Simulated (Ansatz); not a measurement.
Born–Oppenheimer molecular dynamics of a periodic cell of 16 atoms, Na (start crystal Na, start structure bcc, volume 1.05 times the crystal's). It starts from a structure without forces on its atoms.

All numbers below come from Ansatz, DFT PBE-D3(BJ), scalar-relativistic, plane waves, PAW. Settings: cutoff 420 eV, k mesh 2x2x2, fermi-dirac smearing 0.002 eV, no spin polarisation.

```yaml
ensemble: NVT, Langevin thermostat
time_step: 2 fs
steps_asked: 20
set_temperature: 1300 K
friction: 0.005 /fs
seed: 20021
```

First frame:

```xyz
16
Lattice="8.5987 0.0000 0.0000 0.0000 8.5987 0.0000 0.0000 0.0000 8.5987" Properties=species:S:1:pos:R:3
Na 0.000 0.000 0.000
Na 4.299 0.000 0.000
Na 0.000 4.299 0.000
Na 0.000 0.000 4.299
Na 2.150 2.150 2.150
Na 4.299 4.299 0.000
Na 4.299 0.000 4.299
Na 6.449 2.150 2.150
Na 0.000 4.299 4.299
Na 2.150 6.449 2.150
Na 2.150 2.150 6.449
Na 4.299 4.299 4.299
Na 6.449 6.449 2.150
Na 6.449 2.150 6.449
Na 2.150 6.449 6.449
Na 6.449 6.449 6.449
```

What does the run give?

All steps were run.

```yaml
steps_done: 20
time_covered: 40 fs
mean_temperature_over_the_second_half: 1313 K
spread_of_the_potential_energy_over_the_second_half: 13.7 meV per atom
mean_potential_energy_of_the_second_half_above_the_start: 28.3 meV per atom
```

A run of 0.04 ps of so small a system gives no equilibrium averages. The smearing is very narrow for this mesh. Limits of this set-up: coarse k mesh.

What happens to the structure?

Mean squared displacements from the first frame to the last, about the centre of mass: Na 0.21 Å². This is one draw of velocities; another would differ in detail.

How do temperature and energy run in time?


| time (fs) | T (K) | potential energy less start (eV) |
| --- | --- | --- |
| 0.0 | 1219 | 0.000 |
| 2.0 | 1291 | 0.001 |
| 4.0 | 1278 | 0.003 |
| 6.0 | 1294 | 0.008 |
| 8.0 | 1297 | 0.015 |
| 10.0 | 1275 | 0.026 |
| 12.0 | 1277 | 0.041 |
| 14.0 | 1281 | 0.060 |
| 16.0 | 1249 | 0.084 |
| 18.0 | 1246 | 0.114 |
| 20.0 | 1262 | 0.151 |
| 22.0 | 1254 | 0.194 |
| 24.0 | 1234 | 0.242 |
| 26.0 | 1248 | 0.295 |
| 28.0 | 1354 | 0.355 |
| 30.0 | 1429 | 0.423 |
| 32.0 | 1350 | 0.498 |
| 34.0 | 1375 | 0.576 |
| 36.0 | 1347 | 0.659 |
| 38.0 | 1318 | 0.746 |
| 40.0 | 1273 | 0.836 |

Time of the run: 8.3 min on 2 CPU threads of a shared host.
